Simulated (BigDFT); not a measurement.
Runs of BigDFT 1.9.6 on CFH3. The cell holds a molecule in a box, 5 atoms: a = 12.000 Å, b = 11.000 Å, c = 11.000 Å, α = 90.00°, β = 90.00°, γ = 90.00°. 

| solvent permittivity | largest force (eV/Å) |
| --- | --- |
| - | (b) |
| 2.27 | 0.89 |
| 78.36 | 1.22 |
| 8.93 | (a) |
| 46.8 | 1.19 |

Alike in all rows: task single point; level PBE; potentials or basis GTH-PBE (C q4, F q7, H q1); no spin polarisation; cell as given; smearing fixed; grid spacing 0.27 bohr.

Problem. Estimate the missing entries.

Solution. (a) 1.07; (b) 0.75.

Caveats: boundaries are free: the box only frames the coordinates; the noise in the forces, which the program reports and removes, is over 0.05 eV/Å, so forces are rough; the molecule sits in an implicit solvent (some runs).
